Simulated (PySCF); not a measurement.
# C3H10BN: electronic excitations and core binding energies

Wanted: the electronic excitations and core binding energies of C3H10BN (`CNB(C)C`), by calculation.

Programs: PySCF 2.14.0, with density-fitted response routines of our own. Each step states its level of theory. These are calculated values for one molecule in the gas phase, unless marked as measured. Atoms count from 0, in the outputs and in this text.

**1. The molecule as given**

15 atoms, charge 0, multiplicity 1; geometry from: GFN2-xTB.

Bonds of the start (Å): C0–N1 1.44, N1–B2 1.38, B2–C3 1.59, B2–C4 1.59, C0–H5 1.09, C0–H6 1.09, C0–H7 1.09, N1–H8 1.01, C3–H9 1.09, C3–H10 1.09, C3–H11 1.09, C4–H12 1.09, C4–H13 1.09, C4–H14 1.09.

**2. Excited states and response: CAM-B3LYP/def2-SVPD**

The job: settings as JSON, then the geometry in Å.

```
{"job": {"kind": "uv", "xc": "CAM-B3LYP", "basis": "def2-SVPD", "nstates": 8, "ntriplets": 3}, "charge": 0, "multiplicity": 1}
C      2.069495     0.305245     0.032894
N      0.893545    -0.514179     0.214317
B     -0.437603    -0.181407     0.025822
C     -0.855300     1.277242    -0.457253
C     -1.548045    -1.285082     0.305109
H      2.623454     0.404290     0.971194
H      1.774767     1.295415    -0.302704
H      2.738118    -0.132382    -0.714481
H      1.131972    -1.446407     0.523244
H     -0.536240     2.039768     0.252097
H     -1.930853     1.380020    -0.575643
H     -0.400749     1.529007    -1.414430
H     -2.150877    -1.466982    -0.583081
H     -2.238165    -0.954099     1.079367
H     -1.137934    -2.242458     0.621637
```

Level: TDDFT CAM-B3LYP/def2-SVPD, vertical, gas phase, core orbitals frozen in the response.

Command:

```console
OMP_NUM_THREADS=1 python probes_run.py task.json out
```

This one command runs all jobs of the session in turn.

Output:

```text
coarse grid: 11608 points
cycle   1  E = -199.6648697503  dE =  3.893e-01  |g| = 4.178e-01  |ddm| = 6.412e+00
cycle   2  E = -199.6794677686  dE = -1.460e-02  |g| = 3.657e-01  |ddm| = 1.066e+00
cycle   3  E = -199.7116447368  dE = -3.218e-02  |g| = 3.862e-02  |ddm| = 5.000e-01
cycle   4  E = -199.7118537960  dE = -2.091e-04  |g| = 2.700e-02  |ddm| = 8.125e-02
cycle   5  E = -199.7120130129  dE = -1.592e-04  |g| = 2.247e-03  |ddm| = 3.100e-02
cycle   6  E = -199.7120144275  dE = -1.415e-06  |g| = 6.828e-04  |ddm| = 6.321e-03
final grid: 109544 points
cycle   7  E = -199.7465977909  dE = -3.919e-05  |g| = 4.176e-03  |ddm| = 1.142e-01
cycle   8  E = -199.7465988691  dE = -1.078e-06  |g| = 3.719e-03  |ddm| = 1.700e-02
cycle   9  E = -199.7466021110  dE = -3.242e-06  |g| = 3.408e-04  |ddm| = 5.006e-03
cycle  10  E = -199.7466021283  dE = -1.734e-08  |g| = 2.028e-04  |ddm| = 8.364e-04
cycle  11  E = -199.7466021375  dE = -9.206e-09  |g| = 1.739e-05  |ddm| = 3.729e-04
cycle  12  E = -199.7466021376  dE = -9.015e-11  |g| = 5.395e-06  |ddm| = 5.906e-05
converged SCF energy = -199.7466021376

Static polarisability (au): isotropic 60.759, principal 49.717 61.144 71.416

Singlet excitations
state   eV       nm        f      main configurations
  1   6.6873    185.4   0.00030   H->L 0.87
  2   7.8150    158.6   0.00099   H-1->L+3 0.93
  3   7.8476    158.0   0.04324   H-1->L 0.92
  4   7.8954    157.0   0.01388   H->L+2 0.65, H->L+1 0.17
  5   7.9840    155.3   0.00698   H->L+1 0.75, H->L+2 0.10
  6   8.0539    153.9   0.31729   H->L+3 0.95
  7   8.9246    138.9   0.00460   H-1->L+2 0.55, H-2->L 0.28, H-1->L+1 0.11
  8   9.0216    137.4   0.00205   H->L+5 0.73, H->L+2 0.13

Triplet excitations (Tamm-Dancoff, eV): 6.3566 6.5276 7.3110
```

Wall time 62 s (1 thread of Intel Xeon at 2.50GHz, shared host); peak memory 0.77 GiB.

The orbitals next to the gap, with their largest atomic shares:

```
orbital      eV                       atoms
 HOMO−3  -11.80  C3 30 %, C4 20 %, H10 17 %
 HOMO−2  -11.04   C4 21 %, B2 19 %, C3 17 %
 HOMO−1   -9.72   C4 25 %, B2 25 %, C3 24 %
   HOMO   -8.84   N1 54 %, C0 12 %, B2 11 %
   LUMO    0.96    B2 46 %, C0 10 %, H8 7 %
 LUMO+1    1.89   C0 28 %, H5 13 %, H7 13 %
 LUMO+2    2.12    C3 22 %, H8 18 %, H9 9 %
```

With each of the 8 states as a Gaussian band of 0.4 eV half-width at 1/e, the curve within the window shown has maxima at 154 nm (ε 15,000) L/(mol cm). Beyond the last state computed it falls off for lack of states. The curve at chosen wavelengths:

| nm | ε (L/mol/cm) |
| --- | --- |
| 133 | 117 |
| 136 | 238 |
| 139 | 387 |
| 141 | 666 |
| 144 | 2089 |
| 147 | 5641 |
| 150 | 10745 |
| 153 | 14533 |
| 155 | 14964 |
| 158 | 12420 |
| 161 | 8067 |
| 164 | 4230 |
| 167 | 1841 |
| 169 | 964 |
| 172 | 325 |
| 175 | 99 |
| 178 | 32 |
| 181 | 16 |
| 183 | 14 |
| 186 | 13 |
| 189 | 11 |
| 192 | 9 |
| 195 | 6 |
| 197 | 5 |
| 200 | 3 |
| 203 | 1 |

Further results of this job:

```
           property  computed
  dipole moment (D)      1.47
polarisability (Å³)      9.00
 HOMO–LUMO gap (eV)      9.80
      −ε(HOMO) (eV)      8.84
```

**3. Core holes by ΔSCF: SCAN, X2C**

Same as in step 2 but for these lines:

```diff
@@ -1,2 +1,2 @@
-{"job": {"kind": "uv", "xc": "CAM-B3LYP", "basis": "def2-SVPD", "nstates": 8, "ntriplets": 3}, "charge": 0, "multiplicity": 1}
+{"job": {"kind": "xps"}, "charge": 0, "multiplicity": 1}
 C      2.069495     0.305245     0.032894
```

With the program's defaults for keys left out, this is: delta-SCF UKS SCAN, pcX-2 on the ionised atom, pcseg-1 elsewhere, spin-free X2C.

Output:

```text
ground state, core basis on atom 0 (C), 151 functions
  cycle   1  E = -199.83663422  |g| = 6.43e-01
  cycle   2  E = -199.76703907  |g| = 8.05e-01
  cycle   3  E = -199.94708259  |g| = 6.16e-02
  cycle   4  E = -199.94756717  |g| = 4.23e-02
  cycle   5  E = -199.94796368  |g| = 9.33e-03
  cycle   6  E = -199.94798603  |g| = 3.03e-03
  cycle   7  E = -199.94798916  |g| = 7.64e-04
  cycle   8  E = -199.94798751  |g| = 2.04e-04
  E(ground) = -199.95802985 Eh
hole in C 1s of atom 0
  cycle   1  E = -188.68201871  |g| = 1.50e+00
  cycle   2  E = -187.70332130  |g| = 1.99e+00
  cycle   3  E = -189.14150282  |g| = 4.39e-01
  cycle   4  E = -189.19567052  |g| = 2.85e-01
  cycle   5  E = -189.23260004  |g| = 6.60e-02
  cycle   6  E = -189.23402706  |g| = 2.34e-02
  cycle   7  E = -189.23431206  |g| = 6.35e-03
  cycle   8  E = -189.23434212  |g| = 2.30e-03
  cycle   9  E = -189.23434648  |g| = 1.42e-03
  cycle  10  E = -189.23434861  |g| = 5.46e-04
  cycle  11  E = -189.23434842  |g| = 1.31e-04
  E(ion) = -189.24331234 Eh   <S^2> = 0.7698   hole on atom = 1.000   binding energy = 291.562 eV
ground state, core basis on atom 1 (N), 151 functions
  cycle   1  E = -199.96009996  |g| = 7.44e-02
  cycle   2  E = -199.96003202  |g| = 2.75e-02
  cycle   3  E = -199.96001633  |g| = 2.95e-02
  cycle   4  E = -199.96019337  |g| = 4.99e-03
  cycle   5  E = -199.96019906  |g| = 3.48e-04
  E(ground) = -199.96870142 Eh
hole in N 1s of atom 1
  cycle   1  E = -184.38350763  |g| = 1.87e+00
  cycle   2  E = -183.75189999  |g| = 2.08e+00
  cycle   3  E = -185.03944100  |g| = 3.75e-01
  cycle   4  E = -185.08284309  |g| = 1.04e-01
  cycle   5  E = -185.08772946  |g| = 3.74e-02
  cycle   6  E = -185.08844308  |g| = 5.55e-03
  cycle   7  E = -185.08845845  |g| = 2.45e-03
  cycle   8  E = -185.08846176  |g| = 1.02e-03
  cycle   9  E = -185.08846233  |g| = 3.13e-04
  E(ion) = -185.09601615 Eh   <S^2> = 0.7647   hole on atom = 1.000   binding energy = 404.706 eV
ground state, core basis on atom 2 (B), 151 functions
  cycle   1  E = -199.94250983  |g| = 5.10e-02
  cycle   2  E = -199.94242401  |g| = 3.22e-02
  cycle   3  E = -199.94262906  |g| = 1.63e-02
  cycle   4  E = -199.94269271  |g| = 5.32e-03
  cycle   5  E = -199.94270010  |g| = 5.62e-04
  cycle   6  E = -199.94269966  |g| = 1.88e-04
  E(ground) = -199.95387816 Eh
hole in B 1s of atom 2
  cycle   1  E = -192.37055245  |g| = 1.18e+00
  cycle   2  E = -191.30413270  |g| = 1.76e+00
  cycle   3  E = -192.66337004  |g| = 4.57e-01
  cycle   4  E = -192.72123838  |g| = 3.45e-01
  cycle   5  E = -192.77842631  |g| = 7.61e-02
  cycle   6  E = -192.78125310  |g| = 2.31e-02
  cycle   7  E = -192.78165739  |g| = 1.10e-02
  cycle   8  E = -192.78185346  |g| = 7.15e-03
  cycle   9  E = -192.78199226  |g| = 5.30e-03
  cycle  10  E = -192.78206695  |g| = 2.98e-03
  cycle  11  E = -192.78207869  |g| = 9.49e-04
  cycle  12  E = -192.78207912  |g| = 3.06e-04
  E(ion) = -192.79412130 Eh   <S^2> = 0.8350   hole on atom = 1.000   binding energy = 194.827 eV
ground state, core basis on atom 3 (C), 151 functions
  cycle   1  E = -199.94683065  |g| = 5.69e-02
  cycle   2  E = -199.94677071  |g| = 2.12e-02
  cycle   3  E = -199.94672930  |g| = 2.49e-02
  cycle   4  E = -199.94688072  |g| = 3.45e-03
  cycle   5  E = -199.94688394  |g| = 1.36e-04
  E(ground) = -199.95709525 Eh
hole in C 1s of atom 3
  cycle   1  E = -188.74947116  |g| = 1.50e+00
  cycle   2  E = -188.29598157  |g| = 1.66e+00
  cycle   3  E = -189.26176479  |g| = 3.26e-01
  cycle   4  E = -189.28061201  |g| = 2.27e-01
  cycle   5  E = -189.30501497  |g| = 4.25e-02
  cycle   6  E = -189.30572138  |g| = 1.26e-02
  cycle   7  E = -189.30579153  |g| = 5.60e-03
  cycle   8  E = -189.30581043  |g| = 1.06e-03
  cycle   9  E = -189.30581142  |g| = 5.19e-04
  cycle  10  E = -189.30581198  |g| = 2.69e-04
  E(ion) = -189.31571866 Eh   <S^2> = 0.7662   hole on atom = 1.000   binding energy = 289.567 eV
```

Run time: 3 min. Hardware: 1 thread of Intel Xeon at 2.50GHz, shared host; peak memory 0.63 GiB.

The holes in one table. −ε is the ground-state orbital energy:

```
     hole  stands for                 environment  ΔSCF (eV)  −ε (eV)   ⟨S²⟩
C1s on C0          C0   methyl carbon bonded to N     291.56    274.2  0.770
N1s on N1          N1  nitrogen bonded to C, B, H     404.71    385.7  0.765
B1s on B2          B2      boron bonded to 2 C, N     194.83    179.1  0.835
C1s on C3      C3, C4   methyl carbon bonded to B     289.57    272.3  0.766
```

Each hole run stands for the others of its class of like atoms.

**4. Outcome**

```
                                quantity                        value
    lowest singlet (CAM-B3LYP/def2-SVPD)  6.69 eV (185 nm), f = 0.000
brightest single state of those computed  state 6, 8.05 eV, f = 0.317
                          lowest triplet                      6.36 eV
        C1s binding energies, SCAN/pcX-2      C0 291.56, C3 289.57 eV
        N1s binding energies, SCAN/pcX-2                 N1 404.71 eV
        B1s binding energies, SCAN/pcX-2                 B2 194.83 eV
```

What this shows: The first singlet state (HOMO→LUMO 0.87) lies at 6.69 eV and is dark; of the 8 states computed, the strongest absorption comes from state 6 at 8.05 eV. The lowest triplet lies 0.33 eV below the lowest singlet (triplets in Tamm-Dancoff, singlets in full TDDFT). C0 (methyl carbon bonded to N) binds its C1s electron 2.00 eV more tightly than C3 (methyl carbon bonded to B).
